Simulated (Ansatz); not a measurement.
# Be: the cost of one run

Method: DFT PBE, plane waves, PAW, scalar-relativistic, no spin polarisation, in Ansatz 0.2.0.

### Step 1. The structure to begin with

The cell holds 36 atoms (Be36): a = 6.983 Å, b = 6.983 Å, c = 7.295 Å, α = 90.00°, β = 90.00°, γ = 120.00°.

Its coordinates follow in the input file.

### Step 2. Run 1

80 steps of 0.75 fs under a Langevin thermostat at 4200 K.

The input, input.yaml:

```yaml
crystal:
  lattice:
    - [6.982643, 0.0, 0.0]
    - [-3.491321, 6.047146, 0.0]
    - [0.0, 0.0, 7.294534]
  atoms:
    - { symbol: Be, position: [0.0, 0.0, 0.0] }
    - { symbol: Be, position: [0.1111111, 0.2222222, 0.25] }
    - { symbol: Be, position: [0.0, 0.0, 0.5] }
    - { symbol: Be, position: [0.1111111, 0.2222222, 0.75] }
    - { symbol: Be, position: [0.0, 0.3333333, 0.0] }
    - { symbol: Be, position: [0.1111111, 0.5555556, 0.25] }
    - { symbol: Be, position: [0.0, 0.3333333, 0.5] }
    - { symbol: Be, position: [0.1111111, 0.5555556, 0.75] }
    - { symbol: Be, position: [0.0, 0.6666667, 0.0] }
    - { symbol: Be, position: [0.1111111, 0.8888889, 0.25] }
    - { symbol: Be, position: [0.0, 0.6666667, 0.5] }
    - { symbol: Be, position: [0.1111111, 0.8888889, 0.75] }
    - { symbol: Be, position: [0.3333333, 0.0, 0.0] }
    - { symbol: Be, position: [0.4444444, 0.2222222, 0.25] }
    - { symbol: Be, position: [0.3333333, 0.0, 0.5] }
    - { symbol: Be, position: [0.4444444, 0.2222222, 0.75] }
    - { symbol: Be, position: [0.3333333, 0.3333333, 0.0] }
    - { symbol: Be, position: [0.4444444, 0.5555556, 0.25] }
    - { symbol: Be, position: [0.3333333, 0.3333333, 0.5] }
    - { symbol: Be, position: [0.4444444, 0.5555556, 0.75] }
    - { symbol: Be, position: [0.3333333, 0.6666667, 0.0] }
    - { symbol: Be, position: [0.4444444, 0.8888889, 0.25] }
    - { symbol: Be, position: [0.3333333, 0.6666667, 0.5] }
    - { symbol: Be, position: [0.4444444, 0.8888889, 0.75] }
    - { symbol: Be, position: [0.6666667, 0.0, 0.0] }
    - { symbol: Be, position: [0.7777778, 0.2222222, 0.25] }
    - { symbol: Be, position: [0.6666667, 0.0, 0.5] }
    - { symbol: Be, position: [0.7777778, 0.2222222, 0.75] }
    - { symbol: Be, position: [0.6666667, 0.3333333, 0.0] }
    - { symbol: Be, position: [0.7777778, 0.5555556, 0.25] }
    - { symbol: Be, position: [0.6666667, 0.3333333, 0.5] }
    - { symbol: Be, position: [0.7777778, 0.5555556, 0.75] }
    - { symbol: Be, position: [0.6666667, 0.6666667, 0.0] }
    - { symbol: Be, position: [0.7777778, 0.8888889, 0.25] }
    - { symbol: Be, position: [0.6666667, 0.6666667, 0.5] }
    - { symbol: Be, position: [0.7777778, 0.8888889, 0.75] }
basis:
  ecutwfc: 420.0
kpoints:
  mp_grid: { grid: [2, 2, 2] }
hamiltonian:
  xc: pbe
scf:
  occupations: { method: fermi_dirac, width: 0.36 }
  lower_state_search: "off"
md:
  timestep: 0.75
  n_steps: 80
  ensemble: nvt_langevin
  temperature: 4200.0
  initial_velocities: maxwell_boltzmann
  seed: 989879
  friction: 0.02
```

Command:

```console
$ ansatz run input.yaml --threads 1 --pin off --max-ram 3072MiB --backend cpu --events-out ev --progress --plain --runs-dir out
```

Q: Estimate wall time and peak memory on 1 thread of Arm Neoverse V1, shared host.

About 11 min, with a peak of 0.66 GiB.
